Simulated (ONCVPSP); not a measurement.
# Sc: generating and testing an ONCV potential

Do these settings give a usable potential? It is generated, then checked for transferability, scattering, ghosts and hardness.

Method: ONCVPSP 4.0.1, LDA (Perdew-Wang 92), scalar-relativistic.

## Step 1: The design

The settings as typed:

```json
{"element": "scandium (Sc, Z = 21)", "type": "optimised norm-conserving Vanderbilt (ONCV)", "frozen core": "[Ne]", "valence charge": "11", "reference configuration": "3s2 3p6 3d1 4s2", "partial waves": "3s+4s: rc 1.90 bohr, ncon 3, nbas 7, qcut 4.9 1/bohr, 2 projectors; 3p: rc 1.25 bohr, ncon 4, nbas 8, qcut 7.4 1/bohr, 2 projectors, debl 2 Ha; 3d: rc 1.65 bohr, ncon 4, nbas 8, qcut 10.2 1/bohr, 2 projectors, debl 0.8 Ha; f scattering state at 0.18 Ha: rc 1.80 bohr, ncon 5, nbas 8, qcut 6.7 1/bohr, 2 projectors, debl 3.8 Ha", "local potential": "polynomial inside 1.15 bohr (lpopt 5, dvloc0 0 Ha)", "core correction": "not asked for"}
```

The outer shells as boxes (Hund's rule for the drawing; the calculation is spin-unpolarised):

```
[Ne] core
3s [↑↓]
3p [↑↓][↑↓][↑↓]
3d [↑ ][  ][  ][  ][  ]
4s [↑↓]
```

## Step 2: Generating the potential

Sc.dat

```
# ATOM AND REFERENCE CONFIGURATION
# atsym  z   nc   nv     iexc    psfile
  Sc 21.00    3    4  -001012      upf
#
#   n    l    f
    1    0    2.00
    2    0    2.00
    2    1    6.00
    3    0    2.00
    3    1    6.00
    3    2    1.00
    4    0    2.00
#
# PSEUDOPOTENTIAL AND OPTIMIZATION
# lmax
    3
#
#   l,   rc,      ep,       ncon, nbas, qcut
    0    1.90    0.00    3    7    4.90
    1    1.25    0.00    4    8    7.40
    2    1.65    0.00    4    8   10.20
    3    1.80    0.18    5    8    6.70
#
# LOCAL POTENTIAL
# lloc, lpopt,  rc(5),   dvloc0
    4    5    1.15    0.00
#
# VANDERBILT-KLEINMAN-BYLANDER PROJECTORs
# l, nproj, debl
    0    2    2.60
    1    2    2.00
    2    2    0.80
    3    2    3.80
#
# MODEL CORE CHARGE
# icmod, fcfact, rcfact
    0    0.00    0.00
#
# LOG DERIVATIVE ANALYSIS
# epsh1, epsh2, depsh
   -4.00    5.00    0.02
#
# OUTPUT GRID
# rlmax, drl
    6.00    0.01
#
# TEST CONFIGURATIONS
# ncnf
    4
# nvcnf
#   n    l    f
    4
    3    0    2.00
    3    1    6.00
    3    2    1.00
    4    0    1.00
#
    4
    3    0    2.00
    3    1    6.00
    3    2    1.00
    4    0    0.00
#
    4
    3    0    2.00
    3    1    6.00
    3    2    0.00
    4    0    0.00
#
    5
    3    0    2.00
    3    1    6.00
    3    2    1.00
    4    0    1.00
    4    1    1.00
#
```

On the command line:

```bash
$ oncvpsp.x < Sc.dat > Sc.out
```

**Question.** What will these runs give? Wanted: cutoffs for 1 and 0.1 mHa per electron, occupied waves; bound ghosts; GHOST(+) flags; largest test error; largest phase difference near zero energy, channels read.

As calculated:

| quantity | value |
| --- | --- |
| cutoffs for 1 and 0.1 mHa per electron, occupied waves | 34 Ha and 40 Ha |
| bound ghosts | none found |
| GHOST(+) flags | none at low energy |
| largest test error (AE − PS) | +29 meV, for 3s2 3p6 3d0 4s0 |
| largest phase difference near zero energy, channels read | 0.001 rad |

What this shows: The worst unpolarised test, 3s2 3p6 3d0 4s0, is off by 29 meV on 45.1 eV; by total energies transferability rates as fair. That test lies far up in energy; among those under 40 eV, nearer to bonding, the largest error is 2.0 meV. By its cutoff, 34 Ha for the looser tolerance, it is of middling hardness. At the looser tolerance the 3d wave is the slowest; 3p needs 16 Ha. It is free of bound ghosts as far as tested. Near zero energy the phases of the channels with partial waves agree within 0.001 rad. All of this concerns the isolated atom, not yet a solid.
